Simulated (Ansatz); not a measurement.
InSn2Te3, space group P-3m1: an equation of state with a fit, run with the Python package of Ansatz (0.2.0).

Script `eos_insn2te3.py`:
```python
'''Equation of state of InSn2Te3.'''

import ansatz as az
import numpy as np
from scipy.optimize import curve_fit

VECTORS = np.array([
    [4.459705, 0.0, 0.0],
    [-2.229852, 3.862218, 0.0],
    [0.0, 0.0, 11.001484],
])
SITES = [
    ('In', (0.0, 0.0, 0.0)),
    ('Sn', (1 / 3, 2 / 3, 0.668667)),
    ('Sn', (2 / 3, 1 / 3, 0.331333)),
    ('Te', (1 / 3, 2 / 3, 0.165757)),
    ('Te', (2 / 3, 1 / 3, 0.834243)),
    ('Te', (0.0, 0.0, 0.5)),
]


def make_crystal(cell):
    crystal = az.Crystal(lattice=az.Lattice.of(cell))
    for symbol, position in SITES:
        crystal = crystal.atom(symbol, position)
    return crystal

def vinet(v, e0, v0, b0, b1):
    eta = (v / v0) ** (1 / 3)
    return e0 + 2 * b0 * v0 / (b1 - 1) ** 2 * (2 - (5 + 3 * b1 * (eta - 1) - 3 * eta) * np.exp(-1.5 * (b1 - 1) * (eta - 1)))

# uniform scaling of the cell
volumes, energies, pressures = [], [], []
for scale in np.linspace(0.94, 1.06, 7):
    cell = VECTORS * scale ** (1 / 3)
    setup = make_crystal(cell).calculation()
    setup = setup.functional('r2SCAN').pseudopotentials('paw')
    setup = setup.basis(19 * az.Ha)
    setup = setup.occupations(az.OccupationsMethod.FERMI_DIRAC)
    setup = setup.kpoints(6, 6, 2).stress()
    report = setup.run(threads=1, backend='cpu').report
    volumes.append(abs(np.linalg.det(cell)) / len(SITES))
    energies.append(report['free_energy_ev'] / len(SITES))
    pressures.append(np.trace(report['stress_gpa']) / 3)
    print(f'V = {volumes[-1]:8.4f} A^3/atom  F = {energies[-1]:.5f} eV/atom  P = {pressures[-1]:8.3f} GPa')

guess = (min(energies), volumes[int(np.argmin(energies))], 0.5, 4.5)
(e0, v0, b0, b1), _ = curve_fit(vinet, np.array(volumes), np.array(energies), p0=guess, maxfev=20000)
print(f'Vinet fit: V0 = {v0:.4f} A^3/atom, B0 = {160.21766 * b0:.1f} GPa, B1 = {b1:.2f}')
print('largest residual', round(1000 * float(np.abs(vinet(np.array(volumes), e0, v0, b0, b1) - energies).max()), 3), 'meV/atom')
```

From its runs, with one value withheld:

| V (Å³/atom) | F less the lowest row shown (meV/atom) |
| --- | --- |
| 29.687 | ? |
| 30.319 | 5.95 |
| 30.951 | 1.05 |
| 31.582 | 0.00 |
| 32.214 | 2.37 |
| 32.846 | 7.79 |
| 33.477 | 15.93 |

What is the missing energy at 29.687 Å³ an atom?

A third-order Birch-Murnaghan fit, E = E0 + (9 V0 B0 / 16) [(t - 1)³ B' + (t - 1)² (6 - 4t)] with t = (V0/V)^(2/3), through the 6 rows shown gives V0 = 31.450 Å³, B0 = 44.3 GPa, B' = 4.76 and E0 = -0.08 meV. At V = 29.687 Å³, t = 1.03920, and the fit extrapolates to 15.16 meV. The run gave 15.15 meV, a miss of 0.01 meV.

Reading the output:
- Shape and fractional positions are held along the curve, so the bulk modulus is an upper value where they are free to relax.
- For a metal this k-point mesh is coarse: on a finer one energies can move by several to tens of meV an atom and pressures by half a GPa or more, differences at one mesh by less.
- Pressure is positive in compression.
- This cell is a computed structure, which may not be the phase found in nature.
- Hardware and time: 120 s on 1 thread of Arm Neoverse V2, with other jobs on the host, peak memory 1.1 GiB.
